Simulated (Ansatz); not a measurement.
LaFeGe:

```
La Ge Fe
1.0
     4.23181    0.00000    0.00000
    -2.11590    3.66485    0.00000
     0.00000    0.00000    4.28578
La Ge Fe
1 1 1
Direct
  0.00000 0.00000 0.00000
  0.66667 0.33333 0.50000
  0.33333 0.66667 0.50000
```

The cell comes from a database or a generator and needn't be the stable form of this composition.

Base run:

| Quantity | Value |
| --- | --- |
| Program | Ansatz 0.2.0 |
| Functional | PBE |
| Potentials or basis | Ansatz PAW |
| Cutoff | 420 eV (not typed: the program's choice for these potentials) |
| k mesh | 6 × 6 × 5 |
| Occupations | fermi-dirac, width 0.05 eV |
| Spin | collinear spin, ferromagnetic start |
| Starting moments | [0.0, 0.0, 4.5] μB |
| Fixed moment | 4.5 μB |

Its results: pressure 4.0 GPa; site moments La +0.37; Ge +0.08; Fe +2.99 μB.

Problem. The run is repeated on the same cell with these changes: fixed moment from 4.5 μB to 6 μB; moments at the start from [0.0, 0.0, 4.5] to [0.0, 0.0, 6.0]. What comes out?

Solution. Pressure 7.8 GPa; site moments La +0.72; Ge +0.17; Fe +3.39 μB.

Caveats: the total moment is fixed, so each spin has its own Fermi level; the thresholds are loose for stress.
